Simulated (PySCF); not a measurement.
# ClGa (Gallium Monochloride): the cost of one run

Programs: PySCF 2.14.0, with routines of our own; each step states its level. All values are computed. Atoms count from 0.

## 1. The system as given

2 atoms, charge 0, multiplicity 1; geometry from: GFN2-xTB.

## 2. Optimising the geometry at PBE0-D3(BJ)/def2-SVP

The job: settings as JSON, then the geometry in Å.

```
{"job": {"xc": "PBE0", "basis": "def2-SVP", "d3": "d3bj", "grid": 1, "maxiter": 30, "shake": 0.01, "kind": "geom"}, "charge": 0, "multiplicity": 1}
Cl     1.106270    -0.028870     0.001840
Ga    -1.088780     0.000050    -0.013970
```

Started as:

```bash
OMP_NUM_THREADS=1 python heavy_run.py task.json out
```

The driver reads the jobs from task.json and runs them one after another.

**Question.** How long does this run take on 1 thread of Arm Neoverse N1, shared host?

About 4.8 s.
